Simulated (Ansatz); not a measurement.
# C₃H₄BClS: one species, many methods

How much do the methods differ for C₃H₄BClS? The plan is to run it at one geometry with functionals of several rungs and with coupled cluster, and see how far each lands from CCSD(T) at the basis-set limit for the atomisation energy.

Program: Ansatz 0.2.0, Gaussian basis. Level of theory: functionals in def2-TZVPP, the program's frozen cores in correlated methods. These are calculated values, not measurements.

Levels to be run: PBE-D4, r2SCAN-D4, PBE0-D4, B3LYP-D4, ωB97X-V, ωB97M-V, B2PLYP; CCSD(T)/def2-TZVPP; MP2/def2-QZVPP; extrapolation to the limit.

## Step 1: The geometry

The geometry comes from an earlier relaxation with PBE0-D4 in a triple-zeta def2 set; it is a stationary point, not always the lowest conformer.

SMILES `CC#CB(S)Cl`, 10 atoms, charge 0, spin multiplicity 1.

Atoms are counted from 1 here; the program's logs count them from 0.

Bond lengths: C1–C2 1.445 Å, C1–H7 1.093 Å, C1–H8 1.093 Å, C1–H9 1.092 Å, C2–C3 1.209 Å, C3–B4 1.502 Å, B4–S5 1.791 Å, B4–Cl6 1.760 Å, S5–H10 1.344 Å. Angles: C2–C1–H7 110.8°, C2–C1–H8 110.2°, C2–C1–H9 111.2°, H7–C1–H8 107.9°, H7–C1–H9 108.5°, H8–C1–H9 108.1°, C1–C2–C3 179.6°, C2–C3–B4 179.5°, C3–B4–S5 118.4°, C3–B4–Cl6 120.3°, S5–B4–Cl6 121.3°, B4–S5–H10 97.1°.

Geometry (Å):

```xyz
10
charge 0, multiplicity 1
C    -0.1845   -1.8313    1.4554
C    -0.1182   -0.6751    0.5916
C    -0.0698    0.2942   -0.1300
B     0.0007    1.4934   -1.0313
S     1.2799    1.5453   -2.2839
Cl   -1.1537    2.8093   -0.8486
H    -0.4463   -1.5400    2.4754
H    -0.9491   -2.5266    1.0983
H     0.7707   -2.3609    1.4796
H     0.9535    2.7404   -2.8036
```

## Step 2: PBE-D4 (GGA)

File in.yaml:

```yaml
crystal:
  periodic: [false, false, false]
  atoms:
    - {symbol: C, position_ang: [-0.184460, -1.831314, 1.455408]}
    - {symbol: C, position_ang: [-0.118154, -0.675079, 0.591604]}
    - {symbol: C, position_ang: [-0.069839, 0.294220, -0.129962]}
    - {symbol: B, position_ang: [0.000678, 1.493441, -1.031281]}
    - {symbol: S, position_ang: [1.279866, 1.545250, -2.283865]}
    - {symbol: Cl, position_ang: [-1.153713, 2.809292, -0.848620]}
    - {symbol: H, position_ang: [-0.446294, -1.539951, 2.475449]}
    - {symbol: H, position_ang: [-0.949106, -2.526558, 1.098265]}
    - {symbol: H, position_ang: [0.770669, -2.360909, 1.479607]}
    - {symbol: H, position_ang: [0.953453, 2.740409, -2.803606]}
basis:
  gaussian: {orbitals: def2-TZVPP}
hamiltonian: {xc: pbe, dispersion: d4}
output: {forces: true, orbitals: {seedname: orbitals}}
```

Launch:

```
$ ansatz run in.yaml --threads 4 --pin off --events-out ev --progress --plain --max-ram 10444MiB
```

The runs that follow: r2SCAN-D4 (meta-GGA); PBE0-D4 (hybrid); B3LYP-D4 (hybrid); ωB97X-V (range-separated); ωB97M-V (range-separated); B2PLYP (double hybrid); CCSD(T) in def2-TZVPP; MP2 in def2-QZVPP.

Before running them: what should the planned runs give, taken together? Wanted: atomisation energy, CCSD(T)/CBS; farthest; mean size of error, hybrid; mean size of error, range-separated; gap, smallest and largest; T1 diagnostic; triples share of the correlation energy.

The runs gave:

| quantity | value |
| --- | --- |
| atomisation energy, CCSD(T)/CBS | 4132.5 kJ/mol |
| functionals within 20.7 kJ/mol (0.5 %) | B3LYP-D4, ωB97X-V, B2PLYP |
| farthest | PBE-D4 (+165.3 kJ/mol) |
| mean size of error, hybrid | 48.4 kJ/mol |
| mean size of error, range-separated | 29.3 kJ/mol |
| gap, smallest and largest | 4.13 eV (PBE-D4), 10.50 eV (ωB97X-V) |
| T1 diagnostic | 0.0131 |
| triples share of the correlation energy | 4.8 % |

**Reading.** PBE-D4 is off by +165.3 kJ/mol. Double hybrids carry the basis error of their MP2 part in triple zeta, and no dispersion term here, so their miss is partly the set-up's. Misses under about 20.7 kJ/mol are within the doubt on the reference itself, which lacks core-valence correlation, relativity and higher excitations. Hartree-Fock recovers 74 % of the binding; the rest is correlation. Orbital gaps span 4.1 to 10.5 eV; exact exchange widens them.
